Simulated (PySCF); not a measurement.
# Bi: ionisation energy with spin-orbit coupling

Wanted: the ionisation energy of bismuth, up a ladder of methods.

Method: two-component X2C-1e, generalised determinants. Code: PySCF 2.14.0.

### Step 1. The atom as given

- Element: bismuth (Z = 83)
- Basis: x2c-TZVPall-2c
- Hamiltonian: two-component X2C-1e, Gaussian nucleus, no Breit or QED terms; spin-orbit coupling, run by run: off; screened by Boettger's factors
- Core shells frozen in the correlated runs: [Kr] 4d10 4f14 (for Bi)
- State 1: Bi: [Xe] 4f14 5d10 6s2 6p3; 6p1/2 filled at m_j = -1/2, +1/2; 6p3/2 filled at m_j = +3/2
- Needed too, but not shown: Bi+ [Xe] 4f14 5d10 6s2 6p2 (3P)
- Methods: GHF, GMP2

The outer shells:

Bi [Xe] 4f14 5d10 6s2 6p3
```
[Xe] core
4f [↑↓][↑↓][↑↓][↑↓][↑↓][↑↓][↑↓]
5d [↑↓][↑↓][↑↓][↑↓][↑↓]
6s [↑↓]
6p [↑ ][↑ ][↑ ]
```

A driver program built on PySCF's X2C-1e integrals ran all steps in one process from the settings above; there is no separate input file.

It was started by

```
> OMP_NUM_THREADS=1 python sorun2.py TASK.json OUT
```

The integrals over 110 functions and the set-up took 23 s of CPU time.

### Step 2. Bi: the ladder of methods

GHF (spin-free):

The program printed:

```text
cycle= 1 E= -21513.7939109460  delta_E= -2.15e+04  |FDS-SDF|= 0.0198
cycle= 2 E= -21513.8042235228  delta_E= -0.0103  |FDS-SDF|= 0.00675
cycle= 3 E= -21513.8052579457  delta_E= -0.00103  |FDS-SDF|= 0.00194
cycle= 4 E= -21513.8054415754  delta_E= -0.000184  |FDS-SDF|= 0.000577
cycle= 5 E= -21513.8054569597  delta_E= -1.54e-05  |FDS-SDF|= 3.6e-05
cycle= 6 E= -21513.8054572468  delta_E= -2.87e-07  |FDS-SDF|= 9.13e-06
cycle= 7 E= -21513.8054572732  delta_E= -2.63e-08  |FDS-SDF|= 1.91e-06
cycle= 8 E= -21513.8054572742  delta_E= -1.06e-09  |FDS-SDF|= 5.6e-07
```

It took 8.7 s on 1 thread of Neoverse-N1, shared host, the integrals not counted.

Occupied spinors (without spin-orbit coupling the j labels only name the start):

```tsv
spinor shell	electrons	mean energy (eV)	weight of the nominal j	rms radius (bohr)
1s1/2	2	-91051.6	1.000	0.0178
2s1/2	2	-16521.0	1.000	0.0718
2p3/2	4	-14154.3	0.833	0.0666
2p1/2	2	-14154.3	0.667	0.0666
3s1/2	2	-4062.1	1.000	0.183
3p3/2	4	-3375.9	0.833	0.187
3p1/2	2	-3375.9	0.667	0.187
3d5/2	6	-2672.5	0.800	0.170
3d3/2	4	-2672.5	0.700	0.170
4s1/2	2	-972.32	1.000	0.400
4p3/2	4	-743.70	0.833	0.428
4p1/2	2	-743.70	0.667	0.428
4d5/2	6	-475.84	0.800	0.453
4d3/2	4	-475.84	0.700	0.453
5s1/2	2	-181.74	1.000	0.890
4f7/2	8	-179.60	0.786	0.480
4f5/2	6	-179.60	0.714	0.480
5p3/2	4	-115.01	0.833	1.01
5p1/2	2	-115.01	0.667	1.01
5d5/2	6	-35.709	0.800	1.32
5d3/2	4	-35.709	0.700	1.32
6s1/2	2	-18.488	1.000	2.39
6p1/2	2	-8.660	0.500	3.19
6p3/2	1	-8.660	1.000	3.19
```

M_J = 3/2, ⟨J²⟩ = 3.757, ⟨L²⟩ = 0.000, ⟨S²⟩ = 3.757.

GMP2 (spin-free):

No log was kept for this step.

It took 4.4 s on 1 thread of Neoverse-N1, shared host, the integrals not counted.

With 23 electrons correlated and 24 very high virtual spinors dropped, the MP2 correlation energy is -0.51395 hartree. Largest pairs: 5d3/2-5d5/2 -0.1034, 5d5/2-5d5/2 -0.0742, 5d5/2-6s1/2 -0.0408, 5d3/2-5d3/2 -0.0323, 5d5/2-5p3/2 -0.0277.

GHF (screened spin-orbit):

The program printed:

```text
cycle= 1 E= -21554.9491575995  delta_E= -2.16e+04  |FDS-SDF|= 0.136
cycle= 2 E= -21554.9838278592  delta_E= -0.0347  |FDS-SDF|= 0.00588
cycle= 3 E= -21554.9866971844  delta_E= -0.00287  |FDS-SDF|= 0.00316
cycle= 4 E= -21554.9886907073  delta_E= -0.00199  |FDS-SDF|= 0.00299
cycle= 5 E= -21554.9918522713  delta_E= -0.00316  |FDS-SDF|= 0.0028
cycle= 6 E= -21554.9995032087  delta_E= -0.00765  |FDS-SDF|= 0.00181
cycle= 7 E= -21554.9996568926  delta_E= -0.000154  |FDS-SDF|= 0.000886
cycle= 8 E= -21555.0000605396  delta_E= -0.000404  |FDS-SDF|= 0.000432
cycle= 9 E= -21555.0000661654  delta_E= -5.63e-06  |FDS-SDF|= 0.000372
cycle= 10 E= -21555.0001097286  delta_E= -4.36e-05  |FDS-SDF|= 0.000137
cycle= 11 E= -21555.0001136874  delta_E= -3.96e-06  |FDS-SDF|= 8.76e-05
cycle= 12 E= -21555.0001166255  delta_E= -2.94e-06  |FDS-SDF|= 2.5e-05
cycle= 13 E= -21555.0001168567  delta_E= -2.31e-07  |FDS-SDF|= 7.99e-06
cycle= 14 E= -21555.0001168809  delta_E= -2.42e-08  |FDS-SDF|= 1e-06
cycle= 15 E= -21555.0001168809  delta_E= -3.27e-11  |FDS-SDF|= 9.65e-07
```

It took 24 s on 1 thread of Neoverse-N1, shared host, the integrals not counted.

The outer occupied spinors:

```tsv
spinor shell	electrons	mean energy (eV)	weight of the nominal j	rms radius (bohr)
4f7/2	8	-176.19	1.000	0.481
5p1/2	2	-132.85	1.000	0.952
5p3/2	4	-107.36	1.000	1.04
5d3/2	4	-37.276	0.998	1.30
5d5/2	6	-33.832	0.999	1.34
6s1/2	2	-18.261	1.000	2.40
6p1/2	2	-9.216	0.815	3.04
6p3/2	1	-7.570	1.000	3.33
```

M_J = 3/2, ⟨J²⟩ = 3.777, ⟨L²⟩ = 0.802, ⟨S²⟩ = 3.247. Rows whose weight is well below 1 mix j = l ± 1/2: exchange competes with spin-orbit coupling there.

GMP2 (screened spin-orbit):

This step left no log, only its results.

It took 2.9 s on 1 thread of Neoverse-N1, shared host, the integrals not counted.

With 23 electrons correlated and 24 very high virtual spinors dropped, the MP2 correlation energy is -0.51855 hartree. Largest pairs: 5d3/2-5d5/2 -0.1040, 5d5/2-5d5/2 -0.0756, 5d5/2-6s1/2 -0.0405, 5d3/2-5d3/2 -0.0309, 5d5/2-5p3/2 -0.0285.

### Step 3. Differences of total energies

Ionisation energy: Bi [Xe] 4f14 5d10 6s2 6p3 [6p1/2^2 6p3/2^1, M_J = 3/2] → Bi+ [Xe] 4f14 5d10 6s2 6p2 [6p1/2^2, M_J = 0].

```tsv
method	value (eV)	error (eV)
GHF (spin-free)	8.269	+0.983
GMP2 (spin-free)	8.698	+1.413
GHF (screened spin-orbit)	6.987	-0.298
GMP2 (screened spin-orbit)	7.299	+0.014
```

Reference: 7.286 eV (measured; NIST Atomic Spectra Database, ionization energies). The spin-free rows have the spin-orbit operator switched off.

The differences also use runs on Bi+ [Xe] 4f14 5d10 6s2 6p2 (3P), which are not shown here.

### Step 4. Outcome

```
             quantity                                                                        value
ionisation energy, Bi  GHF (spin-free) 8.269, GMP2 (screened spin-orbit) 7.299 eV; reference 7.286
```

Each level's miss (mean over 1 difference):

```tsv
method	mean absolute miss against the measured value (with the measured fine structure taken into account where it is known) (eV)
GHF (spin-free)	0.983
GMP2 (spin-free)	1.413
GHF (screened spin-orbit)	0.298
GMP2 (screened spin-orbit)	0.014
```

What this shows: Against experiment GMP2 (screened spin-orbit) comes closest (off by 0.01 eV) and GMP2 (spin-free) is farthest (1.41 eV). Spin-orbit coupling moves the difference by -1.399 eV at GMP2. The basis is finite, and no extrapolation was made.
